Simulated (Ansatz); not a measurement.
Consider a frozen displacement of one atom of LiGa, space group Fd-3m (Ansatz 0.2.0, Python API).

The script reads `liga.extxyz`:
```text
4
Lattice="0.0 3.0845 3.0845 3.0845 0.0 3.0845 3.0845 3.0845 0.0" Properties=species:S:1:pos:R:3 pbc="T T T"
Li    3.08450000    3.08450000    3.08450000
Li    4.62675000    4.62675000    4.62675000
Ga    0.00000000    0.00000000    0.00000000
Ga    1.54225000    1.54225000    1.54225000
```

`push.py`:
```python
'''Frozen displacement of one atom in LiGa.'''

import logging
import sys

import ansatz
import numpy as np

logging.basicConfig(stream=sys.stdout, format='%(name)s: %(message)s')
logger = logging.getLogger('ansatz_job')
logger.setLevel(logging.INFO)

crystal = ansatz.Crystal.from_extxyz('liga.extxyz')

inverse = np.linalg.inv(np.array(crystal.lattice.vectors))
home = np.array(crystal.sites[0].position)
values = np.linspace(-0.02, 0.02, 5)
energies, pulls = [], []
for shift in values:
    moved = crystal.move(0, to=home + shift * inverse[0])
    base = (
        moved.calculation()
        .kpoints(7, 7, 7)
        .functional('LDA')
        .pseudopotentials('paw')
        .basis(41 * ansatz.Ry)
        .scf(tolerance=1e-08)
        .occupations(ansatz.OccupationsMethod.GAUSSIAN, width=0.1)
        .forces()
    )
    r = base.run().report
    energies.append(r['free_energy_ev'])
    pulls.append(r['forces_ev_ang'][0][0])

# the force is minus the slope of the free energy
logger.info('shift (A)   dE (eV)   force along x (eV/A)')
for shift, e, f in zip(values, energies, pulls):
    logger.info(f'{shift:8.3f} {e - energies[2]:10.5f} {f:12.4f}')
logger.info(f'stiffness from energies {2 * np.polyfit(values, energies, 2)[0]:.3f}, from forces {-np.polyfit(values, pulls, 1)[0]:.3f} eV/A^2')
```

How stiff is this displacement, and do energies and forces agree?

The curvature of the energy gives 2.126 eV/Å² and the slope of the force 2.126 eV/Å², a positive curvature.

What the script printed:

Output of `python push.py`:
```text
ansatz_job: shift (A)   dE (eV)   force along x (eV/A)
ansatz_job:   -0.020    0.00043       0.0425
ansatz_job:   -0.010    0.00011       0.0213
ansatz_job:    0.000    0.00000       0.0000
ansatz_job:    0.010    0.00011      -0.0213
ansatz_job:    0.020    0.00043      -0.0425
ansatz_job: stiffness from energies 2.126, from forces 2.126 eV/A^2
```

What to keep in mind:
- The mesh is modest for a metal, so energies can be off by several to tens of meV an atom and pressures by half a GPa or more; differences at equal mesh fare better.
- In a metal a curvature from energy changes of a few meV or less hangs on mesh and smearing, in size and even in sign.
- The structure is a deposited one; some such entries were measured under pressure or heat, so a shift against it needn't be the functional's error alone.
- All periodic images of the atom move with it, so the curvature is one diagonal element of the zone-centre force constants and no normal mode; a positive value doesn't exclude soft modes in which several atoms move.
- Finished in 35 s on 1 thread of Intel(R) Xeon(R) Platinum 8259CL CPU @ 2.50GHz (Skylake/Cascade Lake), on a shared host, peak memory 0.45 GiB.

(Lines on the test bed's own set-up are left out of the output.)
